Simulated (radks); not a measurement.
# Sm¹⁶⁺ in [Kr] 4d10: an all-electron calculation

One table from this session's results is given with a row withheld; the runs are named, their logs left out.

The numbers are computed with radks (a radial shooting solver on a logarithmic mesh, Libxc functionals) version 1 (scalar-relativistic Kohn-Sham, BLYP, spin-unpolarised, spherical densities, point nucleus), except any that are marked as measured or tabulated.

## The atom as given

- element: samarium (Z = 62)
- charge: +16
- electrons: 46
- configuration: [Kr] 4d10

The outer shells:

Sm¹⁶⁺
```
[Kr] core
4d [↑↓][↑↓][↑↓][↑↓][↑↓]
```

The first run:

The run's settings:

```text
Z 62
configuration [Kr] 4d10 5s0 5p0 4f0 5d0
relativity scalar-relativistic
functional b88,lyp
spin unpolarised
nucleus point
c 137.035999084
```

Command:

```bash
python run_ks.py task.json out
```

All runs below come from this command, one after another.

One table of the session follows, with a row left open; its other results are not shown here.

It belongs to the step «Orbitals and density». Sizes of the orbitals, from the radial functions (bohr):

| level | <r> | outermost maximum (interpolated) | 90 % within | nodes |
| --- | --- | --- | --- | --- |
| 1s | 0.02274 | 0.0145 | 0.0411 | 0 |
| 2s | 0.09701 | 0.0821 | 0.150 | 1 |
| 2p | 0.08548 | 0.0663 | 0.139 | 0 |
| 3s | 0.2547 | 0.234 | 0.373 | 2 |
| 3p | 0.2530 | 0.229 | 0.378 | 1 |
| 3d | 0.2307 | 0.188 | 0.359 | 0 |
| 4s | 0.5636 | 0.533 | 0.805 | 3 |
| 4p | 0.5898 | 0.553 | 0.850 | 2 |
| 4d | 0.6215 | 0.568 | 0.918 | 1 |
| 4f | ? | ? | ? | ? |
| 5s | 1.112 | 1.09 | 1.55 | 4 |
| 5p | 1.183 | 1.16 | 1.66 | 3 |
| 5d | 1.297 | 1.28 | 1.83 | 2 |

**Question.** Estimate the row for 4f.

The run gave: <r>: 0.6543; outermost maximum (interpolated): 0.534; 90 % within: 1.01; nodes: 0. In the column «<r>» it lies between 4d (0.6215) and 5s (1.112).
